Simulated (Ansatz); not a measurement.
# SnTe (rocksalt type): a single-point run

Aim: a sound single-point run of SnTe (rocksalt type). The structure is shown as the input types it.

Computed with Ansatz 0.2.0 (DFT, LDA, PAW with Ansatz's default frozen-core files, scalar-relativistic, unless a step's input says otherwise).

**1. The structure to begin with**

The structure is cubic, space group Fm-3m (No. 225). The conventional cell has a = 3.300 Å, b = 3.300 Å, c = 3.300 Å, α = 90.00°, β = 90.00°, γ = 90.00°. Sn (site symmetry m-3m) is surrounded by 6 Te at 1.65 Å. Te (site symmetry m-3m) has 6 Sn at 1.65 Å as nearest neighbours.

As a file:

```
CELL_PARAMETERS angstrom
0.00000 1.64979 1.64979
1.64979 0.00000 1.64979
1.64979 1.64979 0.00000
ATOMIC_POSITIONS crystal
Sn 0.00000 0.00000 0.00000
Te 0.50000 0.50000 0.50000
```

**2. Running it**

input.yaml

```yaml
crystal:
  lattice:
    - [0.0, 1.64979051, 1.64979051]
    - [1.64979051, 0.0, 1.64979051]
    - [1.64979051, 1.64979051, 0.0]
  atoms:
    - { symbol: Sn, position: [0.0, 0.0, 0.0] }
    - { symbol: Te, position: [0.5, 0.5, 0.5] }
kpoints:
  mp_grid: { grid: [13, 13, 13] }
  band_path:
    path:
      - [0.0, 0.0, 0.0]
      - [0.5, 0.0, 0.5]
      - [0.625, 0.25, 0.625]
      - [0.375, 0.375, 0.75]
      - [0.0, 0.0, 0.0]
      - [0.5, 0.5, 0.5]
      - [0.5, 0.25, 0.75]
      - [0.5, 0.0, 0.5]
    npoints: 8
scf:
  occupations: { method: fermi_dirac, width: 0.08 }
  max_iter: 80
hamiltonian:
  xc: lda
  pseudopotentials: { kind: paw }
output:
  forces: true
  stress: true
  eigenvalues: true
  populations: true
```

The run is started by

```sh
> ansatz run input.yaml --threads 1 --pin off --max-ram 2048MiB --backend cpu --events-out ev --progress --plain --runs-dir out
```

What happens when this is run?

The run converged and reported no error. It gives a pressure of 6132 GPa, which is large; a structure far from rest gives such values too, whatever the setting.

The structure is squeezed far below its natural size. The shortest distance in the input is 1.65 Å, between atoms 1 (Sn) and 2 (Te).

The cure: restore the intended size.
